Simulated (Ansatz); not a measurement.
# CH7BrSSi: the cost of one run

All numbers below are computed with Ansatz 0.2.0 (RKS PBE0-D4/def2-SVP).

### Step 1. The starting structure

Bond lengths: Si1–S2 2.524 Å, Si1–H3 1.486 Å, Si1–H4 1.456 Å, Si1–C5 1.895 Å, Si1–Br7 2.706 Å, S2–H8 1.327 Å, C5–H9 1.086 Å, C5–H10 1.085 Å, C5–H11 1.087 Å. Angles (14 of 17 angles, heavy atoms first): S2–Si1–C5 108.9°, S2–Si1–Br7 80.7°, C5–Si1–Br7 88.1°, Si1–S2–H8 93.0°, S2–Si1–H3 86.4°, S2–Si1–H4 110.6°, H3–Si1–C5 101.4°, H3–Si1–Br7 165.9°, H4–Si1–C5 135.4°, H4–Si1–Br7 78.9°, Si1–C5–H9 108.1°, Si1–C5–H10 114.9°, Si1–C5–H11 110.2°, H3–Si1–H4 100.8°.

Structure file:

```xyz
11

Si   -0.7166   -0.1271    0.1919
S     1.0446   -1.9340    0.2490
H    -1.5635   -1.1073   -0.5359
H    -1.4175   -0.0532    1.4662
C    -0.2937    1.1000   -1.1895
H     1.8895   -0.6277    1.1299
Br    1.1312    1.1110    1.7327
H     0.6268   -2.4000    1.4191
H    -1.1922    1.6605   -1.4296
H     0.4874    1.8117   -0.9450
H     0.0040    0.5661   -2.0887
```

### Step 2. A restrained relaxation towards end A

Springs on the bonds that form and break draw the guess towards this end; the thresholds are loose.

input.yaml reads:

```yaml
crystal:
  periodic: [false, false, false]
  atoms:
    - { symbol: Si, position_ang: [-0.7166, -0.1271, 0.1919] }
    - { symbol: S, position_ang: [1.0446, -1.934, 0.249] }
    - { symbol: H, position_ang: [-1.5635, -1.1073, -0.5359] }
    - { symbol: H, position_ang: [-1.4175, -0.0532, 1.4662] }
    - { symbol: C, position_ang: [-0.2937, 1.1, -1.1895] }
    - { symbol: H, position_ang: [1.8895, -0.6277, 1.1299] }
    - { symbol: Br, position_ang: [1.1312, 1.111, 1.7327] }
    - { symbol: H, position_ang: [0.6268, -2.4, 1.4191] }
    - { symbol: H, position_ang: [-1.1922, 1.6605, -1.4296] }
    - { symbol: H, position_ang: [0.4874, 1.8117, -0.945] }
    - { symbol: H, position_ang: [0.004, 0.5661, -2.0887] }
basis:
  gaussian: { orbitals: def2-SVP }
hamiltonian:
  xc: pbe0
  dispersion: d4
relax:
  f_tol: 0.15
  max_steps: 25
  restrain:
    - { distance: [0, 6], at: 3.61, k: 30.0 }
    - { distance: [5, 1], at: 2.66, k: 30.0 }
    - { distance: [0, 1], at: 2.16, k: 30.0 }
    - { distance: [5, 6], at: 1.51, k: 30.0 }
```

Started as:

```console
$ ansatz run input.yaml --threads 2 --pin off --max-ram 3072MiB --backend cpu --events-out ev --progress --plain --runs-dir out
```

What time and memory should one allow on 2 threads of Intel Xeon Platinum 8488C (Sapphire Rapids), shared host?

About 28 s, with a peak of 0.32 GiB.
